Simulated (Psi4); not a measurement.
**CH6O2Si (SMILES C[SiH](O)O), step by step**

Aim: a structure relaxation (singlet CH6O2Si, MP2/def2-SVPD), then a single-point energy (doublet CH6O2Si+, UMP2/def2-SVPD), then a geometry optimisation (doublet CH6O2Si+, UMP2/def2-SVPD), then a single-point energy (doublet CH6O2Si−, UMP2/def2-SVPD), then a structure relaxation (doublet CH6O2Si−, UMP2/def2-SVPD) of CH6O2Si. 

The results are computed with Psi4 1.11.

**1. The molecule**

CH6O2Si: 10 atoms, total charge 0, spin state singlet. As SMILES, `C[SiH](O)O`. The coordinates come from a PBE0-D4/def2-TZVP relaxation. This is one conformer, not always the lowest. The run starts from this shape.

Bond lengths: C1–Si2 1.852 Å, Si2–O3 1.647 Å, Si2–O4 1.646 Å, C1–H5 1.093 Å, C1–H6 1.093 Å, C1–H7 1.092 Å, Si2–H8 1.484 Å, O3–H9 0.958 Å, O4–H10 0.958 Å. Some angles: C1–Si2–O3 105.2°, C1–Si2–O4 112.8°, O3–Si2–O4 112.2°, C1–Si2–H8 113.0°, O3–Si2–H8 110.8°, O4–Si2–H8 103.1°, Si2–C1–H5 111.0°, Si2–C1–H6 110.6°, Si2–C1–H7 110.8°, Si2–O3–H9 117.2°.

**2. A structure relaxation at MP2/def2-SVPD (density fitting, density fitting for correlation) (run 1)**

The input, input.dat:

```
memory 1600 MB

molecule geom {
  0 1
  C     -1.293000     0.347800    -0.146400
  Si     0.517500     0.180000     0.206800
  O      0.650400    -1.156000     1.160800
  O      1.425000     0.058500    -1.161600
  H     -1.681100    -0.549800    -0.635600
  H     -1.853400     0.489100     0.780800
  H     -1.484400     1.203800    -0.797400
  H      1.088600     1.369900     0.884700
  H      1.521500    -1.366900     1.499800
  H      1.192100    -0.627600    -1.788900
  symmetry c1
}

set globals {
  reference rhf
  num_frozen_docc 8
}

opt("mp2/def2-SVPD")
```

Launch:

```
$ psi4 -i input.dat -o output.dat -n 1
```

output.dat:

```text
[...]
  Running in c1 symmetry.
[...]
  Nuclear repulsion =  183.964371714482013
[...]
  Multiplicity = 1
[...]
  Nalpha       = 21
  Nbeta        = 21
[...]
    Number of basis functions: 138
[...]
   @DF-RHF iter   1:  -479.71797946048724   -7.33722e-01   4.66848e-03 DIIS/ADIIS
[...]
   @DF-RHF iter  10:  -479.90489664318920   -5.11591e-13   7.72117e-11 DIIS
[...]
  @DF-RHF Final Energy:  -479.90489664318920
   => Energetics <=
    Nuclear Repulsion Energy =            181.1899804362283817
    One-Electron Energy =               -1023.3019834998121951
    Two-Electron Energy =                 362.2071064203946662
    Total Energy =                       -479.9048966431892040
[...]
 Multipole Moments:
 ------------------------------------------------------------------------------------
     Multipole            Electronic (a.u.)      Nuclear  (a.u.)        Total (a.u.)
 ------------------------------------------------------------------------------------
 L = 1.  Multiply by 2.5417464519 to convert [e a0] to [Debye]
 Dipole X            :          3.2784350           -3.3804077           -0.1019728
 Dipole Y            :         -1.2174745            0.9981054           -0.2193691
 Dipole Z            :          0.2106281           -0.3276542           -0.1170261
 Magnitude           :                                                    0.2687310
[...]
  -Total Gradient:
     Atom            X                  Y                   Z
    ------   -----------------  -----------------  -----------------
       1       -0.000009558259    -0.000044390720     0.000001706924
       2       -0.000041937357     0.000013353238    -0.000004564285
       3       -0.000011267049    -0.000024750257    -0.000016054417
       4        0.000064880743    -0.000001704848     0.000019160202
       5        0.000008413375     0.000002514845     0.000009497291
       6        0.000003062937     0.000014663643    -0.000002644842
       7        0.000003374881     0.000008939287    -0.000001896365
       8        0.000017701929    -0.000001646549    -0.000000466044
       9        0.000008497304     0.000023177712     0.000016290507
      10       -0.000043168504     0.000009843650    -0.000021028973
[...]
```

On the terminal:

```text
Optimizer: Optimization complete!
```

Run time: 33 s. Hardware: 1 thread of Intel Xeon 6975P-C (Granite Rapids), shared host; peak memory 0.37 GiB.

The path in brief:

```tsv
step	energy from the first frame kept (eV)	largest force (eV/Å)
0	0.0000	1.3181
1	-0.0517	0.3184
2	-0.0539	0.0553
3	-0.0542	0.0205
4	-0.0543	0.0082
5	-0.0543	0.0035
```

After the run. Bond lengths: C1–Si2 1.863 Å, Si2–O3 1.685 Å, Si2–O4 1.685 Å, C1–H5 1.100 Å, C1–H6 1.100 Å, C1–H7 1.099 Å, Si2–H8 1.479 Å, O3–H9 0.964 Å, O4–H10 0.964 Å. Some angles: C1–Si2–O3 104.4°, C1–Si2–O4 113.0°, O3–Si2–O4 112.2°, C1–Si2–H8 113.8°, O3–Si2–H8 111.0°, O4–Si2–H8 102.7°, Si2–C1–H5 110.9°, Si2–C1–H6 110.4°, Si2–C1–H7 111.2°, Si2–O3–H9 117.8°.

**3. The doublet cation: the energy at UMP2/def2-SVPD (density fitting, density fitting for correlation) (run 2)**

The input, ch6o2si.xyz:

```xyz
10
CH6O2Si
C     -1.306825     0.346728    -0.142185
Si     0.516747     0.192455     0.206711
O      0.642725    -1.171822     1.188387
O      1.445605     0.056968    -1.192728
H     -1.687138    -0.555168    -0.644542
H     -1.867544     0.467179     0.796064
H     -1.516124     1.214098    -0.784311
H      1.099213     1.378624     0.870089
H      1.514504    -1.400138     1.530464
H      1.220710    -0.643654    -1.815873
```

The input, calc.py:

```python
import psi4

psi4.set_memory(1600000000)
psi4.set_num_threads(1)
psi4.core.set_output_file('output.dat', False)

with open('ch6o2si.xyz') as f:
    atoms = ''.join(f.readlines()[2:])
molecule = psi4.geometry('1 2\n' + atoms + 'symmetry c1')

options = {'basis': 'def2-SVPD', 'reference': 'uhf', 'num_frozen_docc': 8}
psi4.set_options(options)

E = psi4.energy("mp2")
print(f'mp2 energy: {E:.10f} Eh')
for k, v in sorted(psi4.core.scalar_variables().items()):
    print(f'{k:45s} {v:18.10f}')
```

Launch:

```
$ python calc.py
```

output.dat:

```text
[...]
  Running in c1 symmetry.
[...]
  Nuclear repulsion =  181.189975681718607
[...]
  Multiplicity = 2
[...]
  Nalpha       = 21
  Nbeta        = 20
[...]
    Number of basis functions: 138
[...]
   @DF-UHF iter   1:  -479.30674366538415   -4.53703e-01   4.36497e-03 DIIS/ADIIS
[...]
   @DF-UHF iter  24:  -479.50711311140680   -1.36424e-11   4.36825e-09 DIIS
[...]
   @S^2 Observed:                7.737322240E-01
[...]
    Orbital Energies [Eh]
    ---------------------
    Alpha Occupied:
       1A    -69.083499     2A    -20.790817     3A    -20.764173
       4A    -11.543329     5A     -6.437798     6A     -4.554869
       7A     -4.547374     8A     -4.546572     9A     -1.546867
      10A     -1.514536    11A     -1.268942    12A     -0.989381
      13A     -0.922690    14A     -0.865685    15A     -0.859601
      16A     -0.834303    17A     -0.798134    18A     -0.788072
      19A     -0.751315    20A     -0.718435    21A     -0.702485
    Alpha Virtual:
      22A     -0.080986    23A     -0.059578    24A     -0.045705
      25A     -0.029804    26A     -0.010785    27A     -0.003450
[...]
  @DF-UHF Final Energy:  -479.50711311140680
   => Energetics <=
    Nuclear Repulsion Energy =            181.1899756817186073
    One-Electron Energy =               -1012.8822040941743126
    Two-Electron Energy =                 352.1851153010489384
    Total Energy =                       -479.5071131114067953
  UHF NO Occupations:
  HONO-2 :   19  A 1.9977230
  HONO-1 :   20  A 1.9923759
[...]
 Multipole Moments:
 ------------------------------------------------------------------------------------
     Multipole            Electronic (a.u.)      Nuclear  (a.u.)        Total (a.u.)
 ------------------------------------------------------------------------------------
 L = 1.  Multiply by 2.5417464519 to convert [e a0] to [Debye]
 Dipole X            :          1.9737082           -3.3804086           -1.4067004
 Dipole Y            :         -0.5060969            0.9981053            0.4920085
 Dipole Z            :          0.1097986           -0.3276543           -0.2178557
 Magnitude           :                                                    1.5061008
[...]
```

Standard output:

```text
mp2 energy: -480.1400426855 Eh
CURRENT CORRELATION ENERGY                         -0.6329295741
CURRENT ENERGY                                   -480.1400426855
CURRENT REFERENCE ENERGY                         -479.5071131114
CUSTOM SCS-MP2 CORRELATION ENERGY                  -0.6230304898
CUSTOM SCS-MP2 TOTAL ENERGY                      -480.1301436012
DD SOLVATION ENERGY                                 0.0000000000
HF KINETIC ENERGY                                 478.3783726072
HF POTENTIAL ENERGY                              -957.8854857187
HF TOTAL ENERGY                                  -479.5071131114
HF VIRIAL RATIO                                     2.0023595141
MP2 CORRELATION ENERGY                             -0.6329295741
MP2 DOUBLES ENERGY                                 -0.6329295741
MP2 OPPOSITE-SPIN CORRELATION ENERGY               -0.4754468829
MP2 SAME-SPIN CORRELATION ENERGY                   -0.1574826912
MP2 SINGLES ENERGY                                 -0.0000000000
MP2 TOTAL ENERGY                                 -480.1400426855
NUCLEAR REPULSION ENERGY                          181.1899756817
ONE-ELECTRON ENERGY                             -1012.8822040942
PCM POLARIZATION ENERGY                             0.0000000000
PE ENERGY                                           0.0000000000
SCF ITERATION ENERGY                             -479.5071131114
SCF ITERATIONS                                     24.0000000000
SCF TOTAL ENERGY                                 -479.5071131114
SCS-MP2 CORRELATION ENERGY                         -0.6230304898
SCS-MP2 TOTAL ENERGY                             -480.1301436012
TWO-ELECTRON ENERGY                               352.1851153010
```

Run time: 5.4 s. Hardware: 1 thread of Intel Xeon 6975P-C (Granite Rapids), shared host; peak memory 0.25 GiB.

**4. The doublet cation: a structure relaxation at UMP2/def2-SVPD (density fitting, density fitting for correlation) (run 3)**

The input, calc.in:

```
memory 1600 mb

molecule {
  1 2
  C
  Si 1 R2
  O 2 R3 1 A3
  O 2 R4 3 A4 1 D4
  H 1 R5 2 A5 4 D5
  H 1 R6 5 A6 2 D6
  H 1 R7 6 A7 5 D7
  H 2 R8 4 A8 3 D8
  H 3 R9 2 A9 8 D9
  H 4 R10 2 A10 8 D10

  R2 = 1.863047
  R3 = 1.68547
  A3 = 104.43373
  R4 = 1.6851
  A4 = 112.17385
  D4 = -122.71913
  R5 = 1.100189
  A5 = 110.85371
  D5 = 62.76744
  R6 = 1.099648
  A6 = 107.64512
  D6 = -120.82298
  R7 = 1.099301
  A7 = 108.35356
  D7 = 116.93617
  R8 = 1.478626
  A8 = 102.70621
  D8 = 119.26436
  R9 = 0.963921
  A9 = 117.77609
  D9 = -53.38826
  R10 = 0.96424
  A10 = 117.81112
  D10 = -177.62107
  symmetry c1
}

set reference uhf
set geom_maxiter 50
set num_frozen_docc 8

result, w = optimize('mp2/def2-SVPD', return_wfn=True)
print_variables()
```

Launch:

```
$ psi4 -i calc.in -o calc.out -n 1
```

calc.out:

```text
[...]
  Running in c1 symmetry.
[...]
  Nuclear repulsion =  181.189990200934517
[...]
  Multiplicity = 2
[...]
  Nalpha       = 21
  Nbeta        = 20
[...]
    Number of basis functions: 138
[...]
   @DF-UHF iter   1:  -479.30674370303910   -4.53703e-01   4.36497e-03 DIIS/ADIIS
[...]
	DF-SCS-MP2 Total Energy (a.u.)     :  -480.13014367235400
	DF-SOS-MP2 Total Energy (a.u.)     :  -480.12519413047664
[...]
   @DF-UHF iter  13:  -479.57147571116207    2.27374e-13   6.95098e-11 DIIS
[...]
   @S^2 Observed:                7.599347427E-01
[...]
  @DF-UHF Final Energy:  -479.57147571116207
   => Energetics <=
    Nuclear Repulsion Energy =            178.2244033447704510
    One-Electron Energy =               -1007.0872507755832430
    Two-Electron Energy =                 349.2913717196506695
    Total Energy =                       -479.5714757111620656
  UHF NO Occupations:
  HONO-2 :   19  A 1.9988001
  HONO-1 :   20  A 1.9974976
[...]
 Multipole Moments:
 ------------------------------------------------------------------------------------
     Multipole            Electronic (a.u.)      Nuclear  (a.u.)        Total (a.u.)
 ------------------------------------------------------------------------------------
 L = 1.  Multiply by 2.5417464519 to convert [e a0] to [Debye]
 Dipole X            :          0.6192809           -0.0577727            0.5615082
 Dipole Y            :         -0.2920374            0.0266146           -0.2654229
 Dipole Z            :          3.3087626           -4.0220584           -0.7132958
 Magnitude           :                                                    0.9457968
[...]
	DF-SCS-MP2 Total Energy (a.u.)     :  -480.18171324617401
	DF-SOS-MP2 Total Energy (a.u.)     :  -480.17770154074344
	DF-SCS(N)-MP2 Total Energy (a.u.)  :  -479.83887846815804
[...]
	DF-MP2 Total Energy (a.u.)         :  -480.18973665703533
[...]
    Final optimized geometry and variables:
    Molecular point group: c1
    Full point group: C1
    Geometry (in Angstrom), charge = 1, multiplicity = 2:
    C
    SI            1          R2
    O             2          R3      1          A3
    O             2          R4      3          A4      1          D4
    H             1          R5      2          A5      4          D5
    H             1          R6      5          A6      2          D6
    H             1          R7      6          A7      5          D7
    H             2          R8      4          A8      3          D8
    H             3          R9      2          A9      8          D9
    H             4         R10      2         A10      8         D10
[...]
```

The script printed:

```text
Optimizer: Optimization complete!
```

It took 4.3 min on 1 thread of Intel Xeon 6975P-C (Granite Rapids), shared host; peak memory 0.71 GiB.

The path in brief:

```tsv
step	energy from the first frame kept (eV)	largest force (eV/Å)
0	0.0000	5.0818
1	-0.6878	3.4206
2	-1.1554	1.2832
3	-1.2365	0.5840
4	-1.2746	0.2888
5	-1.2850	0.1427
6	-1.2892	0.0501
7	-1.2906	0.0520
8	-1.2922	0.0571
9	-1.2970	0.1042
10	-1.3131	0.2215
11	-1.3150	0.3743
12	-1.3234	0.2689
13	-1.2270	1.4904
14	-1.3188	0.4196
15	-1.3461	0.2237
16	-1.3509	0.0918
17	-1.3509	0.0381
18	-1.3520	0.0328
19	-1.3522	0.0091
20	-1.3522	0.0028
```

After the run. Bond lengths: Si2–O3 1.616 Å, Si2–O4 1.616 Å, C1–H5 1.094 Å, C1–H6 1.094 Å, C1–H7 1.094 Å, Si2–H8 1.459 Å, O3–H9 0.968 Å, O4–H10 0.968 Å. Angles: O3–Si2–O4 125.6°, Si2–O3–H9 129.6°, O3–Si2–H8 114.0°, O4–Si2–H8 114.0°, Si2–O4–H10 129.5°, H5–C1–H6 117.7°, H5–C1–H7 117.7°, H6–C1–H7 118.1°. A long bond or contact: C1–Si2 2.255 Å.

**5. The doublet anion: the energy at UMP2/def2-SVPD (density fitting, density fitting for correlation) (run 4)**

The input, job.dat:

```
memory 1600 MB

molecule {
  -1 2
  C     -1.306825     0.346728    -0.142185
  Si     0.516747     0.192455     0.206711
  O      0.642725    -1.171822     1.188387
  O      1.445605     0.056968    -1.192728
  H     -1.687138    -0.555168    -0.644542
  H     -1.867544     0.467179     0.796064
  H     -1.516124     1.214098    -0.784311
  H      1.099213     1.378624     0.870089
  H      1.514504    -1.400138     1.530464
  H      1.220710    -0.643654    -1.815873
  symmetry c1
}

set {
  basis def2-SVPD
  reference uhf
  num_frozen_docc 8
}

energy("mp2")
print_variables()
```

Launch:

```
$ psi4 -i job.dat -o job.out -n 1
```

job.out:

```text
[...]
  Running in c1 symmetry.
[...]
  Nuclear repulsion =  181.189975681718607
[...]
  Multiplicity = 2
[...]
  Nalpha       = 22
  Nbeta        = 21
[...]
    Number of basis functions: 138
[...]
   @DF-UHF iter   1:  -479.54801137970264   -6.94971e-01   5.19722e-03 DIIS/ADIIS
[...]
   @DF-UHF iter  19:  -479.83191994618920   -2.51248e-11   5.98465e-09 DIIS
[...]
   @S^2 Observed:                7.508758727E-01
[...]
    Orbital Energies [Eh]
    ---------------------
    Alpha Occupied:
       1A    -68.655969     2A    -20.398777     3A    -20.389744
       4A    -11.082077     5A     -6.011285     6A     -4.123443
       7A     -4.123024     8A     -4.122450     9A     -1.163962
      10A     -1.141724    11A     -0.804626    12A     -0.593096
      13A     -0.541123    14A     -0.442994    15A     -0.433506
      16A     -0.417558    17A     -0.399087    18A     -0.392267
      19A     -0.340029    20A     -0.334239    21A     -0.301760
      22A      0.069746
    Alpha Virtual:
      23A      0.218561    24A      0.224610    25A      0.244864
[...]
  @DF-UHF Final Energy:  -479.83191994618920
   => Energetics <=
    Nuclear Repulsion Energy =            181.1899756817186073
    One-Electron Energy =               -1029.7147528669868279
    Two-Electron Energy =                 368.6928572390790464
    Total Energy =                       -479.8319199461892026
  UHF NO Occupations:
  HONO-2 :   20  A 1.9999145
  HONO-1 :   21  A 1.9998263
[...]
 Multipole Moments:
 ------------------------------------------------------------------------------------
     Multipole            Electronic (a.u.)      Nuclear  (a.u.)        Total (a.u.)
 ------------------------------------------------------------------------------------
 L = 1.  Multiply by 2.5417464519 to convert [e a0] to [Debye]
 Dipole X            :          1.6827167           -3.3804086           -1.6976919
 Dipole Y            :          0.1404562            0.9981053            1.1385615
 Dipole Z            :          1.1456260           -0.3276543            0.8179716
 Magnitude           :                                                    2.2017170
[...]
```

Run time: 4.8 s. Hardware: 1 thread of Intel Xeon 6975P-C (Granite Rapids), shared host; peak memory 0.26 GiB.

**6. The doublet anion: a structure relaxation at UMP2/def2-SVPD (density fitting, density fitting for correlation) (run 5)**

The input, ch6o2si.inp:

```
memory 1600 MB

molecule m {
  -1 2
  C     -1.306825     0.346728    -0.142185
  Si     0.516747     0.192455     0.206711
  O      0.642725    -1.171822     1.188387
  O      1.445605     0.056968    -1.192728
  H     -1.687138    -0.555168    -0.644542
  H     -1.867544     0.467179     0.796064
  H     -1.516124     1.214098    -0.784311
  H      1.099213     1.378624     0.870089
  H      1.514504    -1.400138     1.530464
  H      1.220710    -0.643654    -1.815873
  symmetry c1
}

set {
  basis           def2-SVPD
  reference       uhf
  geom_maxiter    50
  num_frozen_docc 8
}

optimize("mp2")
```

Launch:

```
$ psi4 -n 1 ch6o2si.inp ch6o2si.out
```

ch6o2si.out:

```text
Psi4 1.11 release

gradient() will perform analytic gradient computation.
    For method 'MP2', SCF Algorithm Type (re)set to DISK_DF.

   => Loading Basis Set <=

    Name: DEF2-SVPD
    Role: ORBITAL
    Keyword: BASIS

         ---------------------------------------------------------
                                   SCF
                              UHF Reference
                        1 Threads,   1525 MiB Core
         ---------------------------------------------------------

  ==> Geometry <==

    Molecular point group: c1
    Full point group: C1

    Geometry (in Angstrom), charge = -1, multiplicity = 2:

[... 91 lines left out ...]
   @DF-UHF iter SAD:  -478.85304023549452   -4.78853e+02   0.00000e+00
[... 10 lines left out ...]
   @DF-UHF iter  11:  -479.83191650300006   -5.95915e-06   2.80319e-06 DIIS
[... 10 lines left out ...]
   @DF-UHF iter  22:  -479.83191994618801   -5.68434e-13   5.60488e-10 DIIS
[... 60 lines left out ...]
  @DF-UHF Final Energy:  -479.83191994618687
[... 115 lines left out ...]
  @DF-UHF Final Energy:  -479.83721976326831
[... 103 lines left out ...]
  MAX_MOGRAD_CONVERGENCE        => (empty)
[... 111 lines left out ...]
	DF-MP2 Total Energy (a.u.)         :  -480.50996596906128
[... 76 lines left out ...]
ValueError: The truth value of an array with more than one element is ambiguous. Use a.any() or a.all()

Printing out the relevant lines from the Psithon --> Python processed input file:
    core.IO.set_default_namespace("m")
    core.set_global_option("BASIS", "def2-SVPD")
    core.set_global_option("REFERENCE", "uhf")
    core.set_global_option("GEOM_MAXITER", 50)
    core.set_global_option("NUM_FROZEN_DOCC", 8)
--> optimize("mp2")

!----------------------------------------------------------------------------------!
!                                                                                  !
!  The truth value of an array with more than one element is ambiguous. Use        !
!     a.any() or a.all()                                                           !
!                                                                                  !
!----------------------------------------------------------------------------------!

    Psi4 run time: 0:03:28.63

[set-up sections that repeat, and orbital energies of the middle runs, are left out above]
```

Run time: 3.5 min. Hardware: 1 thread of Intel Xeon 6975P-C (Granite Rapids), shared host; peak memory 0.7 GiB.

The job stopped with an error part of the way.

**7. What came out**

| quantity | value |
| --- | --- |
| run 1, MP2/def2-SVPD: total energy at the end | -480.55996 Eh |
| run 1, MP2/def2-SVPD: correlation energy (8 core orbitals frozen) | -655.1 mEh |
| doublet cation, run 2: total energy | -480.14004 Eh |
| doublet cation, run 2: HOMO energy (Hartree–Fock orbitals) (highest over α and β) | -18.61 eV |
| doublet cation, run 2: LUMO energy (Hartree–Fock orbitals) (lowest over α and β) | -9.41 eV |
| doublet cation, run 2: correlation energy (8 core orbitals frozen) | -632.9 mEh |
| doublet cation, run 2: ⟨S²⟩ of the reference determinant | 0.774 |
| doublet cation, run 3: total energy at the end | -480.18974 Eh |
| doublet cation, run 3: HOMO energy (Hartree–Fock orbitals) (highest over α and β) | -17.79 eV |
| doublet cation, run 3: LUMO energy (Hartree–Fock orbitals) (lowest over α and β) | -5.83 eV |
| doublet cation, run 3: correlation energy (8 core orbitals frozen) | -618.3 mEh |
| doublet cation, run 3: ⟨S²⟩ of the reference determinant | 0.760 |
| doublet anion, run 4: total energy | -480.50353 Eh |
| doublet anion, run 4: HOMO energy (Hartree–Fock orbitals) (highest over α and β) | 1.90 eV |
| doublet anion, run 4: LUMO energy (Hartree–Fock orbitals) (lowest over α and β) | 5.83 eV |
| doublet anion, run 4: correlation energy (8 core orbitals frozen) | -671.6 mEh |
| doublet anion, run 4: ⟨S²⟩ of the reference determinant | 0.751 |
| doublet anion, run 5 | no result (stopped) |
| adiabatic ionisation energy (to the doublet cation, no zero-point term) | 10.074 eV |

The adiabatic ionisation energy (to the doublet cation, no zero-point term) is 10.07 eV (232 kcal/mol). The optimisation (run 1, MP2/def2-SVPD) took 6 steps and changed the energy by -0.054 eV. The optimisation (doublet cation, run 3) took 21 steps and changed the energy by -1.352 eV. The HOMO (doublet anion, run 4) lies at positive energy, 1.90 eV: the electron is unbound at this level or held by a compact basis; values depend on the basis. 1 of the 5 runs did not end normally.
